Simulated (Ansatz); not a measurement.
# CH₅ClOSi: taking an electron away

Aim: the vertical ionisation energy of CH₅ClOSi, as cation minus neutral at the neutral's geometry, on several levels, and how well −ε(HOMO) stands in for it.

The runs use Ansatz 0.2.0, Gaussian basis; unrestricted cation, the program's frozen cores in correlated methods.

Levels to be run: UKS PBE-D4/def2-TZVPP; UKS r2SCAN-D4/def2-TZVPP; UKS PBE0-D4/def2-TZVPP; UKS B3LYP-D4/def2-TZVPP; UKS wB97X-V/def2-TZVPP; UKS wB97M-V/def2-TZVPP; UKS B2PLYP/def2-TZVPP; UHF-CCSD(T)/def2-TZVPP; UHF-MP2/def2-QZVPP; extrapolation to the limit; then −ε(HOMO) from the neutral's earlier runs with LDA (SPW92), PBE-D4, revPBE-D4, BLYP-D4, r2SCAN-D4, B97M-V, PBE0-D4, B3LYP-D4, r2SCANh-D4, r2SCAN0-D4, HSE06-D4, BHLYP-D4, CAM-B3LYP-D4, LC-ωPBE, ωB97X-V, ωB97M-V.

### 1 Structure used throughout

The geometry comes from an earlier relaxation with PBE0-D4 in a triple-zeta def2 set; it is a stationary point, not always the lowest conformer.

SMILES `C[SiH](O)Cl`, 9 atoms, charge 0, spin multiplicity 1.

Atoms are counted from 1 here; the program's logs count them from 0.

Bond lengths: C1–Si2 1.852 Å, C1–H5 1.092 Å, C1–H6 1.093 Å, C1–H7 1.093 Å, Si2–O3 1.636 Å, Si2–Cl4 2.066 Å, Si2–H8 1.477 Å, O3–H9 0.958 Å. Angles: Si2–C1–H5 110.4°, Si2–C1–H6 110.2°, Si2–C1–H7 111.1°, H5–C1–H6 108.5°, H5–C1–H7 108.0°, H6–C1–H7 108.5°, C1–Si2–O3 113.3°, C1–Si2–Cl4 107.5°, C1–Si2–H8 112.9°, O3–Si2–Cl4 109.8°, O3–Si2–H8 105.4°, Cl4–Si2–H8 107.8°, Si2–O3–H9 118.5°.

### 2 Cation, UKS PBE-D4/def2-TZVPP

Input file in.yaml:

```yaml
crystal:
  periodic: [false, false, false]
  atoms:
    - {symbol: C, position_ang: [-0.641459, 0.901711, -0.409340]}
    - {symbol: Si, position_ang: [0.027384, -0.687839, 0.266065]}
    - {symbol: O, position_ang: [1.352546, -0.484889, 1.204595]}
    - {symbol: Cl, position_ang: [0.486826, -1.901393, -1.340958]}
    - {symbol: H, position_ang: [-1.541036, 0.716423, -1.000898]}
    - {symbol: H, position_ang: [-0.897052, 1.581224, 0.407780]}
    - {symbol: H, position_ang: [0.090576, 1.394225, -1.054070]}
    - {symbol: H, position_ang: [-0.945308, -1.408080, 1.111939]}
    - {symbol: H, position_ang: [2.156123, -0.157683, 0.797685]}
basis:
  gaussian: {orbitals: def2-TZVPP}
total_charge: 1
magnetization: {spin_polarized: true, initial_magnetization: 1}
hamiltonian: {xc: pbe, dispersion: d4}
```

Started as:

```console
ansatz run in.yaml --threads 2 --pin off --events-out ev --progress --plain --max-ram 32768MiB --backend cpu
```

Further steps of the session: Cation, UKS r2SCAN-D4/def2-TZVPP; Cation, UKS PBE0-D4/def2-TZVPP; Cation, UKS B3LYP-D4/def2-TZVPP; Cation, UKS wB97X-V/def2-TZVPP; Cation, UKS wB97M-V/def2-TZVPP; Cation, UKS B2PLYP (frozen core)/def2-TZVPP; Cation, UHF-CCSD(T)/def2-TZVPP; Cation, UHF-MP2/def2-QZVPP.

Q: Predict the results of all the runs planned. Wanted: ionisation energy, CCSD(T)/def2-TZVPP; nearest functional by difference; nearest −ε(HOMO); −ε(HOMO) of PBE; T1 of the cation.

As calculated:

| quantity | value |
| --- | --- |
| ionisation energy, CCSD(T)/def2-TZVPP | 11.16 eV |
| nearest functional by difference | ωB97X-V (-0.08 eV) |
| nearest −ε(HOMO) | ωB97X-V (-0.13 eV) |
| −ε(HOMO) of PBE | 7.23 eV |
| T1 of the cation | 0.072 |

**Reading.** By cation minus neutral, the functionals miss by 0.90 eV at most. The PBE orbital energy is 3.9 eV too small: a semilocal HOMO is no ionisation energy. Among orbital estimates ωB97X-V comes nearest. Hartree-Fock falls 0.54 eV short, as the neutral has more correlation energy than the cation. The cation's T1 (from the report) is 0.072, above the customary mark of 0.045 for open shells, so the coupled-cluster value is less safe. The cation may have settled in a state other than its lowest; no search over hole states beyond the program's own was made.
